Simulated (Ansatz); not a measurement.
Geometry optimisation, Ansatz 0.2.0, DFT LDA, scalar-relativistic, plane waves, PAW.

Input file:

```yaml
crystal:
  lattice:
    - [5.909857, 0.0, 0.0]
    - [2.954929, 5.118086, 0.0]
    - [0.0, 0.0, 18.031723]
  atoms:
    - { symbol: Mg, position: [0.0, 0.0, 0.0554578] }
    - { symbol: O, position: [0.3333333, 0.8333333, 0.1223591] }
    - { symbol: Mg, position: [0.0, 0.5, 0.0554578] }
    - { symbol: O, position: [0.3333333, 0.3333333, 0.1223591] }
    - { symbol: Mg, position: [0.5, 0.0, 0.0554578] }
    - { symbol: O, position: [0.8333333, 0.8333333, 0.1223591] }
    - { symbol: Mg, position: [0.5, 0.5, 0.0554578] }
    - { symbol: O, position: [0.8333333, 0.3333333, 0.1223591] }
    - { symbol: Mg, position: [0.6666667, 0.6666667, 0.1892603] }
    - { symbol: O, position: [0.0, 0.5, 0.2561615] }
    - { symbol: Mg, position: [0.6666667, 0.1666667, 0.1892603] }
    - { symbol: O, position: [0.0, 0.0, 0.2561615] }
    - { symbol: Mg, position: [0.1666667, 0.6666667, 0.1892603] }
    - { symbol: O, position: [0.5, 0.5, 0.2561615] }
    - { symbol: Mg, position: [0.1666667, 0.1666667, 0.1892603] }
    - { symbol: O, position: [0.5, 0.0, 0.2561615] }
    - { symbol: Mg, position: [0.3333333, 0.3333333, 0.3230628] }
    - { symbol: O, position: [0.6666667, 0.1666667, 0.389964] }
    - { symbol: Mg, position: [0.3333333, 0.8333333, 0.3230628] }
    - { symbol: O, position: [0.6666667, 0.6666667, 0.389964] }
    - { symbol: Mg, position: [0.8333333, 0.3333333, 0.3230628] }
    - { symbol: O, position: [0.1666667, 0.1666667, 0.389964] }
    - { symbol: Mg, position: [0.8333333, 0.8333333, 0.3230628] }
    - { symbol: O, position: [0.1666667, 0.6666667, 0.389964] }
    - { symbol: F, position: [0.5100387, 0.4896284, 0.3877457], spin: 1.0 }
magnetization:
  spin_polarized: true
basis:
  ecutwfc: 420.0
kpoints:
  mp_grid: { grid: [2, 2, 1] }
hamiltonian:
  xc: lda
  pseudopotentials: { kind: paw, azcp: { folder: soft_1 } }
scf:
  occupations: { method: gaussian, width: 0.05 }
  lower_state_search: "off"
relax:
  f_tol: 0.03
  max_steps: 60
  adjacent_minimum: "off"
  constraints: [{ sites: [0, 1, 2, 3, 4, 5, 6, 7] }]
```

Run as:

```bash
$ ansatz run input.yaml --threads 4 --pin off --max-ram 10240MiB --backend cpu --events-out ev --progress --plain --runs-dir out
```

Q: Where does it end, and by what steps?

A: The run converged. Limits of this set-up: coarse k mesh, thin slab, slab without dipole correction, PAW files made for another functional, a typed lattice constant that wasn't relaxed here. After 13 steps the energy has fallen by 3.687 eV; F25 moved furthest, 2.05 Å. Parted: Mg17–F25 (2.07 → 2.87 Å), Mg19–F25 (2.11 → 4.04 Å), Mg21–F25 (2.02 → 2.86 Å). Joined: O18–F25 (1.65 → 1.39 Å).

| step | energy less start (eV) | largest force component (eV/Å) | accepted |
| --- | --- | --- | --- |
| 0 | 0.0000 | 2.432 | yes |
| 1 | -1.1017 | 1.525 | yes |
| 2 | -1.8780 | 1.414 | yes |
| 3 | -2.2940 | 1.637 | yes |
| 4 | -2.5423 | 0.567 | yes |
| 5 | -2.6558 | 0.352 | yes |
| 6 | -2.7862 | 0.334 | yes |
| 7 | -2.8692 | 0.980 | yes |
| 8 | -3.0461 | 1.002 | yes |
| 9 | -3.3557 | 0.833 | yes |
| 10 | -3.5634 | 0.359 | yes |
| 11 | -3.6479 | 0.209 | yes |
| 12 | -3.6844 | 0.075 | yes |
| 13 | -3.6873 | 0.010 | yes |

```xyz
25
Lattice="5.9099 0.0000 0.0000 2.9549 5.1181 0.0000 0.0000 0.0000 18.0317" Properties=species:S:1:pos:R:3
Mg 0.000 0.000 1.000
O 4.432 4.265 2.206
Mg 1.477 2.559 1.000
O 2.955 1.706 2.206
Mg 2.955 0.000 1.000
O 7.387 4.265 2.206
Mg 4.432 2.559 1.000
O 5.910 1.706 2.206
Mg 5.904 3.416 3.539
O 1.477 2.559 4.555
Mg 4.432 0.853 3.522
O -0.012 0.007 4.590
Mg 2.961 3.416 3.539
O 4.432 2.546 4.590
Mg 1.478 0.846 3.539
O 2.968 0.007 4.590
Mg 2.927 1.722 5.941
O 4.433 0.854 6.832
Mg 4.432 4.265 6.051
O 5.939 3.394 6.874
Mg 5.938 1.722 5.939
O 1.477 0.888 6.875
Mg 7.388 4.233 5.942
O 2.925 3.394 6.875
F 4.438 0.864 8.224
```

Whether the end is a true minimum wasn't checked by a vibrational analysis.

Run time: 2.5 min on 4 threads of Intel(R) Xeon(R) Platinum 8488C (Sapphire Rapids) (shared host), peak memory 1.5 GiB.
